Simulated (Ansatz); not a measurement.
# K2YIF6 (element-swapped structure): how the settings move a single-point run

How sensitive is a single-point run of K2YIF6 (element-swapped structure) to its settings? A reference run comes first, then four runs with altered input.

Program: Ansatz 0.2.0. Level of theory: reference: DFT PBE, plane waves, PAW, scalar-relativistic, no spin polarisation. These are calculated values, not measurements.

## (1) The structure to begin with

The structure is cubic, space group Fm-3m (No. 225). The conventional cell has a = 9.164 Å, b = 9.164 Å, c = 9.164 Å, α = 90.00°, β = 90.00°, γ = 90.00°. Around F (site symmetry 4mm) lie 1 Y at 2.24 Å and 1 I at 2.35 Å and 4 K at 3.24 Å. I (site symmetry m-3m) is surrounded by 6 F at 2.35 Å. Y (site symmetry m-3m) has 6 F at 2.24 Å as nearest neighbours. K (site symmetry -43m) has 12 F at 3.24 Å as nearest neighbours.

Coordinates:

```
F I Y K
1.0
     0.00000    4.58207    4.58207
     4.58207    0.00000    4.58207
     4.58207    4.58207    0.00000
F I Y K
6 1 1 2
Cartesian
  2.2361 4.5821 4.5821
  4.5821 2.2361 4.5821
  6.9281 4.5821 4.5821
  4.5821 6.9281 4.5821
  4.5821 4.5821 2.2361
  4.5821 4.5821 6.9281
  4.5821 4.5821 4.5821
  0.0000 0.0000 0.0000
  2.2910 2.2910 2.2910
  6.8731 6.8731 6.8731
```

## (2) Baseline

input.yaml

```yaml
crystal:
  lattice:
    - [0.0, 4.582072, 4.582072]
    - [4.582072, 0.0, 4.582072]
    - [4.582072, 4.582072, 0.0]
  atoms:
    - { symbol: F, position: [0.756, 0.244, 0.244] }
    - { symbol: F, position: [0.244, 0.756, 0.244] }
    - { symbol: F, position: [0.244, 0.756, 0.756] }
    - { symbol: F, position: [0.756, 0.244, 0.756] }
    - { symbol: F, position: [0.244, 0.244, 0.756] }
    - { symbol: F, position: [0.756, 0.756, 0.244] }
    - { symbol: I, position: [0.5, 0.5, 0.5] }
    - { symbol: "Y", position: [0.0, 0.0, 0.0] }
    - { symbol: K, position: [0.25, 0.25, 0.25] }
    - { symbol: K, position: [0.75, 0.75, 0.75] }
  symmetry: { tolerance: 0.0003 }
kpoints:
  mp_grid: { grid: [4, 4, 4], shift: [0, 0, 0] }
magnetization:
  spin_polarized: false
scf:
  occupations: { method: fermi_dirac, width: 0.0516 }
hamiltonian:
  pseudopotentials: { kind: paw }
  xc: pbe
basis:
  ecutwfc: 420
output:
  forces: true
  stress: true
  eigenvalues: true
  write_density: true
  write_potential: true
  elf: true
  volumetric_format: npy
```

Run with:

```
$ ansatz run input.yaml --threads 1 --pin off --max-ram 2560MiB --backend cpu --events-out ev --progress --plain --runs-dir out
```

## (3) Variant: eigensolver.kind davidson, preconditioner local_kerker, dispersion d4, basis.precision f64

Changes to input.yaml since step 2:

```diff
@@ -23,2 +23,4 @@
   occupations: { method: fermi_dirac, width: 0.0516 }
+  eigensolver: { kind: davidson }
+  mixing: { preconditioner: local_kerker }
 hamiltonian:
@@ -26,4 +28,6 @@
   xc: pbe
+  dispersion: d4
 basis:
   ecutwfc: 420
+  precision: f64
 output:
@@ -32,5 +36 @@
   eigenvalues: true
-  write_density: true
-  write_potential: true
-  elf: true
-  volumetric_format: npy
```

## (4) Changing settings: chi_scale 0.3, preconditioner local_kerker

Changes to input.yaml since step 2:

```diff
@@ -23,2 +23,4 @@
   occupations: { method: fermi_dirac, width: 0.0516 }
+  initial_density: { chi_scale: 0.3 }
+  mixing: { preconditioner: local_kerker }
 hamiltonian:
```

## (5) Again, with ecutwfc 700 eV

Changes to input.yaml since step 2:

```diff
@@ -27,3 +27,3 @@
 basis:
-  ecutwfc: 420
+  ecutwfc: "700 eV"
 output:
```

## (6) A further run, with the input changed

Changes to input.yaml since step 2:

```diff
@@ -23,5 +23,6 @@
   occupations: { method: fermi_dirac, width: 0.0516 }
+  max_iter: 100
 hamiltonian:
   pseudopotentials: { kind: paw }
-  xc: pbe
+  xc: scan0x
 basis:
@@ -32,5 +33 @@
   eigenvalues: true
-  write_density: true
-  write_potential: true
-  elf: true
-  volumetric_format: npy
```

(Steps that only read results are left out.)

Before running it: what results should come out? Wanted: for each run, ending; energy change; pressure; gap; force.

**Answer**, as computed:

| run | ending | energy change | pressure (GPa) | gap (eV) | force (eV/Å) | cycles | time |
| --- | --- | --- | --- | --- | --- | --- | --- |
| reference | converged | 0 | 7.5 | 0.00 | 2.98 | 9 | 9.1 s |
| 1: eigensolver.kind davidson, preconditioner local_kerker, dispersion d4, basis.precision f64 | converged | -105.6 meV/atom (with the dispersion term) | 6.6 | 0.00 | 2.99 | 7 | 12 s |
| 2: chi_scale 0.3, preconditioner local_kerker | converged | 0.0 meV/atom | 7.5 | 0.00 | 2.98 | 12 | 14 s |
| 3: ecutwfc 700 eV | converged | -3.5 meV/atom | 7.5 | 0.00 | 2.98 | 9 | 21 s |
| 4: xc scan0x | refused | - | - | - | - | - | 0.03 s |

Times don't compare one to one where runs were asked for different outputs or read a saved state (see the inputs); cycles may leave out searches for a lower state.

Residual by cycle in the longest SCF loop of each run; runs are numbered as in the table. The quantity is the density residual dr2, in eV.

```
cycle  reference    run 1    run 2    run 3
    1     0.0151   0.0147    3.2e3   0.0157
    2    0.00235  0.00546      229  0.00244
    3    0.00117  0.00134     41.1  0.00129
    4     4.3e-4   1.4e-4     2.44   4.5e-4
    5     2.4e-4   4.0e-6      1.9   2.6e-4
    6     6.8e-5   2.4e-7    0.511   6.8e-5
    7     7.3e-6   8.3e-9    0.126   9.2e-6
    8     3.3e-7        -   0.0239   2.4e-7
    9     4.6e-8        -  0.00262   3.1e-8
   10          -        -   7.3e-6        -
   11          -        -   1.7e-7        -
   12          -        -   4.8e-9        -
```

Of the converged runs whose energies compare with the reference's, «ecutwfc 700 eV» moves the energy most (-3.5 meV/atom). The pressure spans 6.6 to 7.5 GPa over the reference and the converged variants. 1 of the 4 altered inputs did not end normally.

The reference is no final answer either: the cell is far from equilibrium (7 GPa, forces up to 3.0 eV/Å), so its values aren't those of the relaxed material; the structure is made up and not relaxed.
